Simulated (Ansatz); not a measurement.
2 structures of GaAg3: a ranking of polymorphs by energy, run with Ansatz 0.2.0 through its Python package.

Contents of `gaag3_p_6m2.vasp`:
```text
GaAg3
1.0
   2.93786626    0.00000000    0.00000000
  -1.46893313    2.54426681    0.00000000
   0.00000000    0.00000000    9.11613494
Ga Ag
1 3
Direct
   0.66666667    0.33333333    0.00000000
   0.66666667    0.33333333    0.50000000
   0.33333333    0.66666667    0.24192345
   0.33333333    0.66666667    0.75807655
```

Input file `gaag3_pm_3m.vasp`:
```text
GaAg3
1.0
   4.08129539    0.00000000    0.00000000
   0.00000000    4.08129539    0.00000000
   0.00000000    0.00000000    4.08129539
Ga Ag
1 3
Direct
   0.00000000    0.00000000    0.00000000
   0.50000000    0.00000000    0.50000000
   0.00000000    0.50000000    0.50000000
   0.50000000    0.50000000    0.00000000
```

`gaag3_polymorphs.py`
```python
"""Polymorphs of GaAg3, at the given cells."""

import logging
import sys
import warnings

import ansatz as az
from ase.io import read
import numpy as np
import spglib

logging.basicConfig(stream=sys.stdout, format="%(name)s: %(message)s")
logger = logging.getLogger("run")
logger.setLevel(logging.INFO)


def compute(name, crystal):
    calc = (
        crystal.calculation()
        .functional(az.Functional.PBESOL)
        .basis(460)
        .kpoints(spacing=0.33)
        .occupations("fermi_dirac", width=0.05)
        .stress()
        .band_table()
    )
    return calc.run()


def pressure_gpa(outcome):
    return float(np.trace(outcome.report["stress_gpa"]) / 3)


def space_group(outcome):
    sites = outcome.report["lattice"]["sites"]
    kinds = sorted({site["symbol"] for site in sites})
    cell = (outcome.lattice.cell_ang, [site["position_frac"] for site in sites], [kinds.index(site["symbol"]) for site in sites])
    return spglib.get_spacegroup(cell, symprec=0.01)

warnings.simplefilter("ignore")

phases = {}
atoms = read("gaag3_p_6m2.vasp", format="vasp")
p_6m2 = az.Crystal.from_ase(atoms)
phases["P-6m2"] = p_6m2
atoms = read("gaag3_pm_3m.vasp", format="vasp")
pm_3m = az.Crystal.from_ase(atoms)
phases["Pm-3m"] = pm_3m

done = {}
for name, crystal in phases.items():
    try:
        done[name] = compute(name, crystal)
    except az.NonConvergedError as error:
        print(name, "did not converge:", str(error)[:120])

energy = {name: o.report["energy_sigma0_ev"] / len(o.lattice.sites) for name, o in done.items()}
lowest = min(energy.values())
rows = [(name, len(o.lattice.sites), 1000 * (energy[name] - lowest), pressure_gpa(o), space_group(o)) for name, o in done.items()]
rows.sort(key=lambda row: row[2])
logger.info("| phase | atoms | dE (meV/atom) | P (GPa) | space group |")
logger.info("| --- | --- | --- | --- | --- |")
for row in rows:
    logger.info(f"| {row[0]} | {row[1]:d} | {row[2]:.1f} | {row[3]:.2f} | {row[4]} |")
```

Which of these structures comes out lowest, and how far apart are they?

By space group at the end of each run: P-6m2 (+0 meV an atom, 17.0 Å³) and Pm-3m (+44 meV an atom, 17.0 Å³).

What the script printed:

Output of `python gaag3_polymorphs.py`:
```text
run: | phase | atoms | dE (meV/atom) | P (GPa) | space group |
run: | --- | --- | --- | --- | --- |
run: | P-6m2 | 4 | 0.0 | -3.48 | P-6m2 (187) |
run: | Pm-3m | 4 | 44.0 | -3.84 | Pm-3m (221) |
```

For the metals among these phases the mesh is modest: differences between phases can be off by up to 40 meV an atom. Pressure is positive in compression. The cells come from databases of deposited and of computed structures, and not all need be stable phases. The ranking holds among these structures alone, at zero temperature; the ground state may be another structure. Differences under about 40 meV an atom lie within the error of mesh and functional. Run time: 9.6 s on 1 thread of Arm Neoverse V1, on a shared host, peak memory 0.46 GiB.
